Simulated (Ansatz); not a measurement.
# C2H10InN3: up Jacob's ladder to CCSD(T)

One table from this session's results is given with a row withheld; the runs are named, their logs left out.

The runs use Ansatz 0.2.0, Gaussian basis; functionals in def2-TZVPP, the program's frozen cores in correlated methods.

Levels to be run: LDA (SPW92), PBE-D4, revPBE-D4, BLYP-D4, r2SCAN-D4, B97M-V, PBE0-D4, B3LYP-D4, r2SCANh-D4, r2SCAN0-D4, HSE06-D4, BHLYP-D4, CAM-B3LYP-D4, LC-ωPBE, ωB97X-V, ωB97M-V, B2PLYP, PBE-QIDH; CCSD(T)/def2-SVP; CCSD(T)/def2-TZVPP; MP2/def2-QZVPP; extrapolation to the limit; RPA on PBE.

2 further runs of the same task are left out: 2 for a known fault of the program.

## Structure used throughout

All runs share one geometry, relaxed beforehand with PBE0-D4 in a triple-zeta def2 set. In takes the def2 core potential; no spin-orbit term is included.

16 atoms, charge 0, spin multiplicity 1.

Atoms are counted from 1 here; the program's logs count them from 0.

Bond lengths: C1–N2 1.436 Å, C1–H7 1.093 Å, C1–H8 1.102 Å, C1–H9 1.102 Å, N2–C3 1.436 Å, N2–In4 2.014 Å, C3–H10 1.093 Å, C3–H11 1.102 Å, C3–H12 1.102 Å, In4–N5 2.027 Å, In4–N6 2.027 Å, N5–H13 1.011 Å, N5–H14 1.011 Å, N6–H15 1.011 Å, N6–H16 1.011 Å. Angles: N2–C1–H7 111.3°, N2–C1–H8 111.9°, N2–C1–H9 112.0°, H7–C1–H8 107.1°, H7–C1–H9 107.4°, H8–C1–H9 106.8°, C1–N2–C3 112.9°, C1–N2–In4 123.5°, C3–N2–In4 123.6°, N2–C3–H10 111.3°, N2–C3–H11 112.0°, N2–C3–H12 111.9°, H10–C3–H11 107.4°, H10–C3–H12 107.1°, H11–C3–H12 106.8°, N2–In4–N5 118.5°, N2–In4–N6 118.5°, N5–In4–N6 122.9° and more.

Set-up of the first run:

The input, in.yaml:

```yaml
crystal:
  periodic: [false, false, false]
  atoms:
    - {symbol: C, position_ang: [0.171183, -0.790081, 1.837217]}
    - {symbol: N, position_ang: [0.434698, -0.526820, 0.450388]}
    - {symbol: C, position_ang: [1.537351, -1.289483, -0.063834]}
    - {symbol: In, position_ang: [-0.633496, 0.771384, -0.657757]}
    - {symbol: N, position_ang: [-0.116499, 1.041478, -2.598721]}
    - {symbol: N, position_ang: [-2.176976, 1.750350, 0.218109]}
    - {symbol: H, position_ang: [-0.680370, -0.207123, 2.197469]}
    - {symbol: H, position_ang: [-0.063285, -1.851959, 2.017339]}
    - {symbol: H, position_ang: [1.034574, -0.542329, 2.476436]}
    - {symbol: H, position_ang: [1.724213, -1.058245, -1.115676]}
    - {symbol: H, position_ang: [1.359265, -2.375075, 0.008630]}
    - {symbol: H, position_ang: [2.471201, -1.083406, 0.484300]}
    - {symbol: H, position_ang: [0.313168, 0.245547, -3.049561]}
    - {symbol: H, position_ang: [-0.853978, 1.380604, -3.200645]}
    - {symbol: H, position_ang: [-2.437628, 2.625181, -0.215400]}
    - {symbol: H, position_ang: [-2.083411, 1.909997, 1.211666]}
basis:
  gaussian: {orbitals: def2-TZVPP}
hamiltonian: {xc: lda}
output: {orbitals: {seedname: orbitals}}
```

On the command line:

```console
$ ansatz run in.yaml --threads 2 --pin off --events-out ev --progress --plain --max-ram 32768MiB --backend cuda --devices 0, --max-vram 18GiB
```

Among the steps run: LDA; PBE-D4 (GGA); revPBE-D4 (GGA); BLYP-D4 (GGA); r2SCAN-D4 (meta-GGA); B97M-V (meta-GGA); B3LYP-D4 (hybrid); r2SCANh-D4 (hybrid); r2SCAN0-D4 (hybrid); HSE06-D4 (hybrid); BHLYP-D4 (hybrid); CAM-B3LYP-D4 (range-separated); LC-ωPBE (range-separated); ωB97X-V (range-separated); ωB97M-V (range-separated); B2PLYP (double hybrid); PBE-QIDH (double hybrid).

One table of the session follows, with a row left open; its other results are not shown here.

It belongs to the step «Frontier levels by functional». 

| functional | HOMO (eV) | gap (eV) |
| --- | --- | --- |
| LDA (SPW92) | -4.63 | 2.88 |
| PBE-D4 | -4.48 | 2.96 |
| revPBE-D4 | -4.42 | 3.01 |
| BLYP-D4 | -4.39 | 2.88 |
| r2SCAN-D4 | -4.70 | 3.47 |
| B97M-V | -4.81 | 3.32 |
| PBE0-D4 | -5.74 | 5.10 |
| B3LYP-D4 | -5.55 | 4.58 |
| r2SCANh-D4 | -5.17 | 4.26 |
| r2SCAN0-D4 | ? | ? |
| HSE06-D4 | -5.34 | 4.33 |
| BHLYP-D4 | -6.96 | 7.07 |
| CAM-B3LYP-D4 | -7.11 | 7.35 |
| LC-ωPBE | -8.43 | 9.97 |
| ωB97X-V | -8.11 | 9.40 |
| ωB97M-V | -8.04 | 9.00 |

Estimate the missing values for r2SCAN0-D4.

Worked estimate for «HOMO (eV)». Against the share of exact exchange, r2SCAN-D4 (0, -4.70), r2SCANh-D4 (0.1, -5.17) give a slope of -4.70 per unit share; at 0.25 the line stands at -5.87.

As computed: HOMO (eV): -5.90; gap (eV): 5.44. In «HOMO (eV)» the line misses by +0.03.
